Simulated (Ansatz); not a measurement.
# ClH6HfN3: the cost of one run

Program: Ansatz 0.2.0. Level of theory: RKS B3LYP-D4/def2-SVP. These are calculated values, not measurements.

### 1 Starting point

Bond lengths: Hf1–Cl2 2.520 Å, Hf1–N3 2.210 Å, N3–H4 1.060 Å, N3–H5 1.060 Å, Hf1–N6 2.208 Å, N6–H7 1.060 Å, N6–H8 1.060 Å, Hf1–N9 2.208 Å, N9–H10 1.060 Å, N9–H11 1.060 Å. Angles (14 of 15 angles, heavy atoms first): Cl2–Hf1–N3 109.4°, Cl2–Hf1–N6 109.5°, Cl2–Hf1–N9 109.5°, N3–Hf1–N6 109.5°, N3–Hf1–N9 109.5°, N6–Hf1–N9 109.5°, Hf1–N3–H4 120.0°, Hf1–N3–H5 120.0°, Hf1–N6–H7 120.0°, Hf1–N6–H8 120.0°, Hf1–N9–H10 120.0°, Hf1–N9–H11 120.0°, H4–N3–H5 120.0°, H7–N6–H8 120.0°.

Coordinates:

```xyz
11

Hf    0.0000    0.0000    0.0000
Cl    0.0000    0.0000    2.5200
N     2.0840    0.0000   -0.7359
H     2.5823   -0.9180   -0.9166
H     2.5853    0.9180   -0.9082
N    -1.0409    1.8034   -0.7359
H    -2.0610    1.7482   -1.0186
H    -0.5204    2.7241   -0.8065
N    -1.0409   -1.8034   -0.7359
H    -1.5759   -2.4197   -0.0595
H    -1.0055   -2.0526   -1.7656
```

### 2 Preparing the start

Input file input.yaml:

```yaml
crystal:
  periodic: [false, false, false]
  atoms:
    - { symbol: Hf, position_ang: [0.0, 0.0, 0.0] }
    - { symbol: Cl, position_ang: [0.0, 0.0, 2.52] }
    - { symbol: "N", position_ang: [2.084, 0.0, -0.7359] }
    - { symbol: H, position_ang: [2.5823, -0.918, -0.9166] }
    - { symbol: H, position_ang: [2.5853, 0.918, -0.9082] }
    - { symbol: "N", position_ang: [-1.0409, 1.8034, -0.7359] }
    - { symbol: H, position_ang: [-2.061, 1.7482, -1.0186] }
    - { symbol: H, position_ang: [-0.5204, 2.7241, -0.8065] }
    - { symbol: "N", position_ang: [-1.0409, -1.8034, -0.7359] }
    - { symbol: H, position_ang: [-1.5759, -2.4197, -0.0595] }
    - { symbol: H, position_ang: [-1.0055, -2.0526, -1.7656] }
basis:
  gaussian: { orbitals: def2-SVP }
hamiltonian:
  xc: b3lyp
  dispersion: d4
relax:
  f_tol: 0.02
  max_steps: 40
output:
  orbitals: {}
```

The run is started by

```
$ ansatz run input.yaml --threads 2 --pin off --max-ram 3072MiB --backend cpu --events-out ev --progress --plain --runs-dir out
```

What time and memory should one allow on 2 threads of Arm Neoverse V1, shared host?

About 44 s, with a peak of 0.3 GiB.
